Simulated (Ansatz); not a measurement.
# CdH2: vertical ionisation energy

How much energy removes an electron from CdH2 at fixed geometry? The cation is run at each level and the neutral's energy taken from earlier runs.

Computed with Ansatz 0.2.0, Gaussian basis. Level: unrestricted cation, the program's frozen cores in correlated methods.

The runs, in order: UKS PBE-D4/def2-TZVPP; UKS r2SCAN-D4/def2-TZVPP; UKS PBE0-D4/def2-TZVPP; UKS B3LYP-D4/def2-TZVPP; UKS wB97X-V/def2-TZVPP; UKS wB97M-V/def2-TZVPP; UKS B2PLYP/def2-TZVPP; UHF-CCSD(T)/def2-TZVPP; UHF-CCSD(T)/def2-QZVPP; extrapolation to the limit; then −ε(HOMO) from the neutral's earlier runs with LDA (SPW92), PBE-D4, revPBE-D4, BLYP-D4, r2SCAN-D4, B97M-V, PBE0-D4, B3LYP-D4, r2SCANh-D4, r2SCAN0-D4, HSE06-D4, BHLYP-D4, CAM-B3LYP-D4, LC-ωPBE, ωB97X-V, ωB97M-V.

**1. The relaxed structure**

All runs share one geometry, relaxed beforehand with PBE0-D4 in a triple-zeta def2 set. Cd takes the def2 core potential; no spin-orbit term is included.

SMILES `[CdH2]`, 3 atoms, charge 0, spin multiplicity 1.

Atoms are counted from 1 here; the program's logs count them from 0.

Bond lengths: Cd1–H2 1.677 Å, Cd1–H3 1.677 Å. Angles: H2–Cd1–H3 180.0°.

**2. Cation, UKS PBE-D4/def2-TZVPP**

The input, in.yaml:

```yaml
crystal:
  periodic: [false, false, false]
  atoms:
    - {symbol: Cd, position_ang: [-0.000340, 0.000313, -0.000144]}
    - {symbol: H, position_ang: [0.905377, 1.261337, 0.634633]}
    - {symbol: H, position_ang: [-0.905037, -1.261650, -0.634489]}
basis:
  gaussian: {orbitals: def2-TZVPP}
total_charge: 1
magnetization: {spin_polarized: true, initial_magnetization: 1}
hamiltonian: {xc: pbe, dispersion: d4}
```

Launch:

```sh
> ansatz run in.yaml --threads 2 --pin off --events-out ev --progress --plain --max-ram 32768MiB --backend cpu
```

After this run come: Cation, UKS r2SCAN-D4/def2-TZVPP; Cation, UKS PBE0-D4/def2-TZVPP; Cation, UKS B3LYP-D4/def2-TZVPP; Cation, UKS wB97X-V/def2-TZVPP; Cation, UKS wB97M-V/def2-TZVPP; Cation, UKS B2PLYP (frozen core)/def2-TZVPP; Cation, UHF-CCSD(T)/def2-TZVPP; Cation, UHF-CCSD(T)/def2-QZVPP.

Q: Predict the results of all the runs planned. Wanted: ionisation energy, CCSD(T)/CBS; nearest functional by difference; nearest −ε(HOMO); −ε(HOMO) of PBE; T1 of the cation.

The runs gave:

| quantity | value |
| --- | --- |
| ionisation energy, CCSD(T)/CBS | 10.46 eV |
| nearest functional by difference | ωB97M-V (+0.02 eV) |
| nearest −ε(HOMO) | LC-ωPBE (+0.05 eV) |
| −ε(HOMO) of PBE | 6.68 eV |
| T1 of the cation | 0.021 |

What this shows: Energy differences with functionals land within 0.30 eV of the reference. −ε(HOMO) of PBE misses by 3.8 eV, since self-interaction lifts the level. Among orbital estimates LC-ωPBE comes nearest. Hartree-Fock falls 0.98 eV short, as the neutral has more correlation energy than the cation. Correlated methods include outer-core shells of Cd, which these sets cover unevenly.
